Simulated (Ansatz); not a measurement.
# AlClH₆Si₂: basis-set convergence

One table from this session's results is given with a row withheld; the runs are named, their logs left out.

Program: Ansatz 0.2.0, Gaussian basis. Level of theory: one geometry, several basis sets. These are calculated values, not measurements.

Plan: PBE0-D4/def2-SVP; ωB97M-V/def2-SVP; PBE0-D4/def2-QZVPP; ωB97M-V/def2-QZVPP; the functionals' def2-TZVPP values are taken from earlier runs.

### Structure used throughout

All runs share one geometry, relaxed beforehand with PBE0-D4 in a triple-zeta def2 set.

SMILES `[AlH2][SiH]([SiH3])Cl`, 10 atoms, charge 0, spin multiplicity 1.

Atoms are counted from 1 here; the program's logs count them from 0.

Bond lengths: Al1–Si2 2.456 Å, Al1–H5 1.585 Å, Al1–H6 1.588 Å, Si2–Si3 2.343 Å, Si2–Cl4 2.084 Å, Si2–H7 1.493 Å, Si3–H8 1.487 Å, Si3–H9 1.488 Å, Si3–H10 1.489 Å. Angles: Si2–Al1–H5 120.7°, Si2–Al1–H6 118.5°, H5–Al1–H6 120.8°, Al1–Si2–Si3 113.4°, Al1–Si2–Cl4 110.6°, Al1–Si2–H7 111.4°, Si3–Si2–Cl4 107.3°, Si3–Si2–H7 107.3°, Cl4–Si2–H7 106.5°, Si2–Si3–H8 111.1°, Si2–Si3–H9 109.7°, Si2–Si3–H10 109.1°, H8–Si3–H9 109.1°, H8–Si3–H10 109.4°, H9–Si3–H10 108.5°.

Set-up of the first run:

The input, in.yaml:

```yaml
crystal:
  periodic: [false, false, false]
  atoms:
    - {symbol: Al, position_ang: [-1.268485, 1.598634, -0.993935]}
    - {symbol: Si, position_ang: [0.234481, -0.335352, -0.808052]}
    - {symbol: Si, position_ang: [0.847462, -0.828886, 1.399083]}
    - {symbol: Cl, position_ang: [-0.664781, -2.041129, -1.597444]}
    - {symbol: H, position_ang: [-2.773928, 1.412159, -1.452905]}
    - {symbol: H, position_ang: [-0.708750, 3.034168, -0.608094]}
    - {symbol: H, position_ang: [1.493720, -0.122398, -1.580858]}
    - {symbol: H, position_ang: [1.703615, -2.042646, 1.458012]}
    - {symbol: H, position_ang: [-0.372657, -1.054444, 2.219975]}
    - {symbol: H, position_ang: [1.592423, 0.328694, 1.967217]}
basis:
  gaussian: {orbitals: def2-SVP}
hamiltonian: {xc: pbe0, dispersion: d4}
output: {orbitals: {seedname: orbitals}}
```

The run is started by

```bash
$ ansatz run in.yaml --threads 2 --pin off --events-out ev --progress --plain --max-ram 4352MiB
```

Among the steps run: PBE0-D4 in def2-SVP; ωB97M-V in def2-SVP; PBE0-D4 in def2-QZVPP; ωB97M-V in def2-QZVPP.

One of the session's tables, all rows but one given; the rest of the session is left out.

```
functional       basis  HOMO (eV)  LUMO (eV)
   PBE0-D4    def2-SVP      -7.33      -2.36
   PBE0-D4  def2-TZVPP      -7.34      -2.36
   PBE0-D4  def2-QZVPP      -7.35      -2.37
   ωB97M-V    def2-SVP      -9.21      -0.67
   ωB97M-V  def2-TZVPP      -9.27      -0.74
   ωB97M-V  def2-QZVPP          ?          ?
```

**Question.** Estimate the row for ωB97M-V, def2-QZVPP.

The run gave: HOMO (eV): -9.29; LUMO (eV): -0.81. In the column «HOMO (eV)» it is the lowest.
